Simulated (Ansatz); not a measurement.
CrN2:

```
CELL_PARAMETERS angstrom
3.90179 0.00000 0.00000
0.00000 4.80951 0.00000
0.00000 0.00000 2.78417
ATOMIC_POSITIONS crystal
Cr 0.00000 0.00000 0.00000
Cr 0.50000 0.50000 0.50000
N 0.86617 0.58878 0.00000
N 0.13383 0.41123 0.00000
N 0.36617 0.91122 0.50000
N 0.63383 0.08878 0.50000
```

The cell comes from a database or a generator and needn't be the stable form of this composition.

Base run:

```yaml
Program: Ansatz 0.2.0
Functional: PBEsol
Potentials_or_basis: Ansatz PAW
Cutoff: "420 eV (not typed: the program's choice for these potentials)"
k_mesh: 6 × 5 × 8
Occupations: fermi-dirac, width 0.05 eV
Spin: collinear spin, ferromagnetic start
Starting_moments: "[4.5, 4.5, 0.0, 0.0, 0.0, 0.0] μB"
Fixed_moment: 9 μB
```

Its results: pressure 18.8 GPa; site moments Cr +2.75; N +0.25 μB; largest force 2.862 eV/Å.

Problem. The run is repeated on the same cell with these changes: fixed moment from 9 μB to 3 μB; moments at the start from [4.5, 4.5, 0.0, 0.0, 0.0, 0.0] to [1.5, 1.5, 0.0, 0.0, 0.0, 0.0]. What comes out?

Solution. Pressure -13.1 GPa; site moments Cr +1.45; N -0.08 μB; largest force 0.039 eV/Å.

Caveats: the total moment is fixed, so each spin has its own Fermi level; only a ferromagnetic start was run, and an antiferromagnetic order may lie lower in energy; the PAW data sets come from PBE, with cores solved anew for the run's functional, which leaves a small shift of forces and pressure; the thresholds are loose for stress; forces of over 1 eV/Å show positions far from the minimum, so gaps and moduli don't describe the material at rest (some runs).
